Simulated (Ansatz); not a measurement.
# FGeH5O2: the cost of one run

Method: RKS B3LYP/def2-SVP, in Ansatz 0.2.0.

## Step 1: The starting structure

Bond lengths: Ge1–F3 1.680 Å, Ge1–H4 1.549 Å, Ge1–O5 1.769 Å, O5–H6 1.010 Å, Ge1–O7 2.070 Å, O7–H8 1.010 Å. Angles: F3–Ge1–H4 109.5°, F3–Ge1–O5 109.5°, F3–Ge1–O7 67.2°, H4–Ge1–O5 109.5°, H4–Ge1–O7 176.6°, O5–Ge1–O7 72.8°, Ge1–O5–H6 109.5°, Ge1–O7–H8 109.5°.

Structure file:

```xyz
9

Ge    0.0000    0.0000    0.0000
H     0.0000    0.0000    1.9000
F     1.5842    0.0000   -0.5594
H    -0.7300    1.2648   -0.5162
O    -0.8337   -1.4443   -0.5894
H    -1.2883   -1.9100    0.1830
O     1.0804   -1.6406    0.6527
H     0.5140   -2.4726    0.5682
H     0.5465   -0.8299    1.8011
```

## Step 2: Pulling towards end A

Springs on the bonds that form and break draw the guess towards this end; the thresholds are loose.

Contents of input.yaml:

```yaml
crystal:
  periodic: [false, false, false]
  atoms:
    - { symbol: Ge, position_ang: [0.0, 0.0, 0.0] }
    - { symbol: H, position_ang: [0.0, 0.0, 1.9] }
    - { symbol: F, position_ang: [1.5842, 0.0, -0.5594] }
    - { symbol: H, position_ang: [-0.73, 1.2648, -0.5162] }
    - { symbol: O, position_ang: [-0.8337, -1.4443, -0.5894] }
    - { symbol: H, position_ang: [-1.2883, -1.91, 0.183] }
    - { symbol: O, position_ang: [1.0804, -1.6406, 0.6527] }
    - { symbol: H, position_ang: [0.514, -2.4726, 0.5682] }
    - { symbol: H, position_ang: [0.5465, -0.8299, 1.8011] }
basis:
  gaussian: { orbitals: def2-SVP }
hamiltonian:
  xc: b3lyp
relax:
  f_tol: 0.15
  max_steps: 25
  restrain:
    - { distance: [0, 6], at: 2.97, k: 30.0 }
    - { distance: [8, 1], at: 1.86, k: 30.0 }
    - { distance: [0, 1], at: 1.55, k: 30.0 }
    - { distance: [8, 6], at: 1.01, k: 30.0 }
output:
  orbitals: {}
```

The run is started by

```console
> ansatz run input.yaml --threads 2 --pin off --max-ram 3072MiB --backend cpu --events-out ev --progress --plain --runs-dir out
```

Q: Estimate wall time and peak memory on 2 threads of Arm Neoverse V2, shared host.

About 42 s, with a peak of 0.22 GiB.
